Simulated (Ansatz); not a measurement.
# CH6BNSi: up Jacob's ladder to CCSD(T)

An exercise on one series of results from a longer session: the logs are not shown, and one member is left open.

Program: Ansatz 0.2.0, Gaussian basis. Level of theory: functionals in def2-TZVPP, the program's frozen cores in correlated methods. These are calculated values, not measurements.

Plan: LDA (SPW92), PBE-D4, revPBE-D4, BLYP-D4, r2SCAN-D4, B97M-V, PBE0-D4, B3LYP-D4, r2SCANh-D4, r2SCAN0-D4, HSE06-D4, BHLYP-D4, CAM-B3LYP-D4, LC-ωPBE, ωB97X-V, ωB97M-V, B2PLYP, PBE-QIDH; CCSD(T)/def2-SVP; CCSD(T)/def2-TZVPP; MP2/def2-QZVPP; extrapolation to the limit; RPA on PBE.

## Structure used throughout

An earlier PBE0-D4 in a triple-zeta def2 set relaxation fixed the geometry.

10 atoms, charge 0, spin multiplicity 1.

Atoms are counted from 1 here; the program's logs count them from 0.

Bond lengths: B1–C2 1.593 Å, B1–Si4 2.033 Å, B1–H5 1.210 Å, B1–H6 1.209 Å, C2–N3 1.299 Å, C2–H7 1.096 Å, N3–Si4 1.853 Å, N3–H8 1.014 Å, Si4–H9 1.494 Å, Si4–H10 1.494 Å. Angles: C2–B1–Si4 80.4°, C2–B1–H5 111.9°, C2–B1–H6 113.1°, Si4–B1–H5 116.5°, Si4–B1–H6 118.1°, H5–B1–H6 112.7°, B1–C2–N3 109.2°, B1–C2–H7 132.0°, N3–C2–H7 118.8°, C2–N3–Si4 95.6°, C2–N3–H8 123.1°, Si4–N3–H8 141.4°, B1–Si4–N3 74.8°, B1–Si4–H9 126.6°, B1–Si4–H10 126.1°, N3–Si4–H9 106.6°, N3–Si4–H10 106.2°, H9–Si4–H10 105.3°.

Coordinates:

```xyz
10

B    -0.8441    0.7906    0.4518
C    -0.0435    0.6333   -0.9165
N     0.7300   -0.4082   -0.8430
Si    0.2590   -0.8596    0.8911
H    -2.0330    0.6208    0.3015
H    -0.5898    1.8182    1.0357
H    -0.0479    1.2235   -1.8406
H     1.3299   -0.7069   -1.6043
H    -0.2078   -2.2782    0.8523
H     1.5303   -0.8847    1.6751
```

The first run:

File in.yaml:

```yaml
crystal:
  periodic: [false, false, false]
  atoms:
    - {symbol: B, position_ang: [-0.844077, 0.790582, 0.451842]}
    - {symbol: C, position_ang: [-0.043519, 0.633323, -0.916499]}
    - {symbol: N, position_ang: [0.729987, -0.408208, -0.842978]}
    - {symbol: Si, position_ang: [0.258978, -0.859642, 0.891106]}
    - {symbol: H, position_ang: [-2.033006, 0.620797, 0.301495]}
    - {symbol: H, position_ang: [-0.589816, 1.818157, 1.035686]}
    - {symbol: H, position_ang: [-0.047876, 1.223452, -1.840637]}
    - {symbol: H, position_ang: [1.329873, -0.706871, -1.604323]}
    - {symbol: H, position_ang: [-0.207848, -2.278236, 0.852256]}
    - {symbol: H, position_ang: [1.530304, -0.884657, 1.675054]}
basis:
  gaussian: {orbitals: def2-TZVPP}
hamiltonian: {xc: lda}
output: {orbitals: {seedname: orbitals}}
```

Launch:

```sh
$ ansatz run in.yaml --threads 2 --pin off --events-out ev --progress --plain --max-ram 4352MiB
```

Steps of the session up to this table: LDA; PBE-D4 (GGA); revPBE-D4 (GGA); BLYP-D4 (GGA); r2SCAN-D4 (meta-GGA); B97M-V (meta-GGA); B3LYP-D4 (hybrid); r2SCANh-D4 (hybrid); r2SCAN0-D4 (hybrid); HSE06-D4 (hybrid); BHLYP-D4 (hybrid); CAM-B3LYP-D4 (range-separated); LC-ωPBE (range-separated); ωB97X-V (range-separated); ωB97M-V (range-separated); B2PLYP (double hybrid); PBE-QIDH (double hybrid).

One of the session's tables, all rows but one given; the rest of the session is left out.

```
  functional  HOMO (eV)  LUMO (eV)  gap (eV)
 LDA (SPW92)      -6.10      -2.75      3.34
      PBE-D4          ?          ?         ?
   revPBE-D4      -5.95      -2.48      3.46
     BLYP-D4      -5.86      -2.43      3.43
   r2SCAN-D4      -6.18      -2.35      3.83
      B97M-V      -6.31      -2.32      3.99
     PBE0-D4      -7.08      -1.50      5.58
    B3LYP-D4      -6.89      -1.74      5.15
  r2SCANh-D4      -6.59      -1.96      4.63
  r2SCAN0-D4      -7.20      -1.37      5.83
    HSE06-D4      -6.68      -1.88      4.80
    BHLYP-D4      -8.08      -0.28      7.79
CAM-B3LYP-D4      -8.36      -0.30      8.07
     LC-ωPBE      -9.66       0.89     10.55
     ωB97X-V      -9.34       0.83     10.16
     ωB97M-V      -9.17       0.72      9.89
```

Estimate the missing values for PBE-D4.

**Answer.** HOMO (eV): -5.99; LUMO (eV): -2.56; gap (eV): 3.43. In the column «HOMO (eV)» it lies between LDA (SPW92) (-6.10) and revPBE-D4 (-5.95).
